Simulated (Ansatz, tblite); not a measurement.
**NbCl4: one state, many levels**

How do method and basis change the picture of NbCl4 (doublet)?

Method: as each input shows; program: Ansatz 0.2.0, Gaussian basis.

Levels to be run: GFN1-xTB, GFN2-xTB, PBE-D4/def2-TZVP, r2SCAN-D4/def2-TZVP, PBE-QIDH/def2-TZVP, ωB97M-V/def2-TZVP, BLYP-D4/def2-TZVP, PBE-D4/def2-SVP, PBE0-D4/def2-SVP, PBE0-D4/def2-TZVPD, PBE-D4/def2-TZVPD, PBE-QIDH/def2-TZVPD, CCSD(T)/def2-SVP, MP2/def2-TZVP, RPA/def2-TZVP.

1 further run of the same task is left out (set aside as unsound or not needed).

### Step 1. The relaxed structure

The geometry is that of the doublet, from an earlier relaxation (r2SCAN-D4/def2-SVP).

5 atoms, charge 0, spin multiplicity 2.

Bond lengths: Nb1–Cl2 2.285 Å, Nb1–Cl3 2.285 Å, Nb1–Cl4 2.285 Å, Nb1–Cl5 2.285 Å. Angles: Cl2–Nb1–Cl3 104.1°, Cl2–Nb1–Cl4 120.8°, Cl2–Nb1–Cl5 104.1°, Cl3–Nb1–Cl4 104.1°, Cl3–Nb1–Cl5 120.8°, Cl4–Nb1–Cl5 104.1°.

Formally the metal is d1. Nb takes a core potential in the def2 sets. No spin-orbit coupling is included.

PBE0-D4/def2-TZVP was run before; its log isn't repeated, and its numbers join the tables.

### Step 2. GFN1-xTB

Tight binding, by tblite at 300 K electronic temperature and without a spin-polarisation term:

```python
tblite.interface.Calculator('GFN1-xTB', numbers, positions, charge=0, uhf=1).singlepoint()
```

Energy -519.3596 eV; 0.007 s.

### Step 3. GFN2-xTB

Tight binding, by tblite at 300 K electronic temperature and without a spin-polarisation term:

```python
tblite.interface.Calculator('GFN2-xTB', numbers, positions, charge=0, uhf=1).singlepoint()
```

Energy -551.4830 eV; 0.007 s.

### Step 4. PBE-D4/def2-TZVP

start.molden holds the orbitals of an earlier run on this state, given as this run's starting guess.

in.yaml reads:

```yaml
crystal:
  periodic: [false, false, false]
  atoms:
    - {symbol: Nb, position_ang: [-0.000017, 0.000013, 0.000004]}
    - {symbol: Cl, position_ang: [0.120451, -0.194714, 2.273960]}
    - {symbol: Cl, position_ang: [2.179549, 0.196632, -0.658871]}
    - {symbol: Cl, position_ang: [-1.039670, 1.791012, -0.966826]}
    - {symbol: Cl, position_ang: [-1.260322, -1.792932, -0.648277]}
basis:
  gaussian: {orbitals: def2-TZVP, initial_orbitals: start.molden}
magnetization: {spin_polarized: true, initial_magnetization: 1}
hamiltonian: {xc: pbe, dispersion: d4}
scf: {omitted_lower_state_checks: [starts]}
output: {orbitals: {seedname: orbitals}}
```

Launch:

```bash
$ ansatz run in.yaml --threads 4 --pin off --events-out ev --progress --plain --max-ram 4787MiB
```

After this run come: r2SCAN-D4/def2-TZVP; PBE-QIDH/def2-TZVP; ωB97M-V/def2-TZVP; BLYP-D4/def2-TZVP; PBE-D4/def2-SVP; PBE0-D4/def2-SVP; PBE0-D4/def2-TZVPD; PBE-D4/def2-TZVPD; PBE-QIDH/def2-TZVPD; CCSD(T)/def2-SVP; MP2/def2-TZVP; RPA/def2-TZVP.

Q: Predict the results of all the runs planned. Wanted: gap in def2-TZVP, named functionals, smallest and largest; correlation energy, CCSD(T)/def2-SVP; correlation energy, MP2/def2-TZVP; binding an atom, CCSD(T)/def2-SVP; ⟨S²⟩ in def2-TZVP, named functionals, smallest and largest; PBE0 total energy, smallest basis above largest.

The runs gave:

```
                                                  quantity                                value
 gap in def2-TZVP, named functionals, smallest and largest  0.30 eV (PBE-D4), 7.05 eV (ωB97M-V)
                      correlation energy, CCSD(T)/def2-SVP                            -23.76 eV
                         correlation energy, MP2/def2-TZVP                            -29.88 eV
                         binding an atom, CCSD(T)/def2-SVP                             3.411 eV
⟨S²⟩ in def2-TZVP, named functionals, smallest and largest                         0.752, 0.755
           PBE0 total energy, smallest basis above largest      17.60 eV (def2-SVP, def2-TZVPD)
```

Over the named functionals in def2-TZVP the gap runs from 0.30 eV (PBE-D4) to 7.05 eV (ωB97M-V); exact exchange widens it. The functionals in def2-TZVP miss CCSD(T)/def2-SVP by +0.193 (PBE-QIDH) to +0.392 eV (PBE-D4) an atom. The yardstick is in a double-zeta basis, so levels in larger sets aren't compared like for like. CCSD(T)/def2-SVP isn't at the basis-set limit; small misses against it rank nothing.
